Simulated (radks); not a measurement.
# Br in [Ar] 3d10 4s1.75 4p5 5s0.25: an all-electron calculation

Wanted: eigenvalues, radial structure and energy terms of neutral bromine.

The numbers are computed with radks (a radial shooting solver on a logarithmic mesh, Libxc functionals) version 1 (scalar-relativistic Kohn-Sham, PBE, spin-unpolarised, spherical densities, point nucleus), except any that are marked as measured or tabulated.

**1. What is computed**

| Property | Result |
| --- | --- |
| element | bromine (Z = 35) |
| charge | 0 |
| electrons | 35 |
| configuration | [Ar] 3d10 4s1.75 4p5 5s0.25 |

**2. The run**

The run's settings:

```text
Z 35
configuration [Ar] 3d10 4s1.75 4p5 5s0.25 4d0 5p0 6s0 4f0
relativity scalar-relativistic
functional pbe,pbe
spin unpolarised
nucleus point
c 137.035999084
```

Launch:

```sh
$ python run_ks.py task.json out
```

This one command runs every case of the session in turn.

What does the calculation give?

The runs gave:

| quantity | value |
| --- | --- |
| total energy | -2606.22863 hartree |
| exchange-correlation share of it | 3.53 % |
| −T/E | 1.0216 |
| highest occupied level | 5s, -1.097 eV |
| most extended occupied level | 5s, <r> = 6.80 bohr |
| radius at density 0.001 e/bohr³ | 4.17 bohr |
| maxima of the radial density | 3 |

What this shows: The radial density shows 3 maxima for 5 occupied principal shells; where shells overlap, one shows as a shoulder or not at all. −T/E is 1.022: with relativity the kinetic term as defined here no longer equals −E. This is not the tabulated ground configuration, so its levels and sizes aren't those of the ground state, and no measured value stands beside it.
